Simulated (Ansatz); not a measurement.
# InHF₂: one structure at several levels

The task here is to estimate one member of a computed series from the others.

Program: Ansatz 0.2.0, Gaussian basis. Level of theory: single points in def2-TZVPP. These are calculated values, not measurements.

Cores are frozen in the correlated methods. Filled d shells of the heavier atoms are correlated. Core potentials replace the inner electrons past krypton, and spin-orbit coupling is left out.

## The system as given

SMILES `[F][InH][F]`, 4 atoms, charge 0, spin multiplicity 1.

Atoms are counted from 1 here; the program's logs count them from 0.

Bond lengths: F1–In2 1.955 Å, In2–F3 1.925 Å, In2–H4 1.687 Å. Angles: F1–In2–F3 112.5°, F1–In2–H4 122.9°, F3–In2–H4 124.6°.

Coordinates:

```
atom    x (Å)    y (Å)    z (Å)
  F1  -1.7466  -0.6369   0.2125
 In2   0.0522   0.0758  -0.0641
  F3   1.4042  -0.9735   0.8172
  H4   0.3564   1.4723  -0.9610
```

Set-up of the first run:

The input, run/in.yaml:

```yaml
crystal:
  periodic: [false, false, false]
  atoms:
    - {symbol: F, position_ang: [-1.746600, -0.636900, 0.212500]}
    - {symbol: In, position_ang: [0.052200, 0.075800, -0.064100]}
    - {symbol: F, position_ang: [1.404200, -0.973500, 0.817200]}
    - {symbol: H, position_ang: [0.356400, 1.472300, -0.961000]}
basis:
  gaussian: {orbitals: def2-TZVPP}
correlation: {method: ccsd_t}
output: {forces: true}
```

The run is started by

```bash
$ ansatz run in.yaml --threads 4 --pin off --events-out ev --progress --plain --max-ram 5222MiB
```

Among the steps run: CCSD(T)/def2-TZVPP; PBE0-D4/def2-TZVPP; wB97M-V/def2-TZVPP; r2SCAN-D4/def2-TZVPP; PBE-D4/def2-TZVPP; BHLYP-D4/def2-TZVPP; B97M-V/def2-TZVPP.

One table of the session follows, with a row left open; its other results are not shown here.

```
   method  RMS force component (eV/Å)  angle to CCSD(T) forces (°)  dipole (D)
  CCSD(T)                       0.211                    reference        3.11
  PBE0-D4                       0.198                          7.3        3.13
  wB97M-V                       0.215                         16.5        3.11
r2SCAN-D4                       0.212                         20.8        3.04
   PBE-D4                       0.318                         62.2        2.93
 BHLYP-D4                       0.234                         19.7        3.28
   B97M-V                           ?                            ?           ?
```

Q: Estimate the row for B97M-V from the others.

As computed: RMS force component (eV/Å): 0.198; angle to CCSD(T) forces (°): 26.9; dipole (D): 2.87.

To keep in mind: The reference is not at the basis limit: in triple zeta CCSD(T) underbinds, which counts against methods that bind more; the gaps are no ranking.
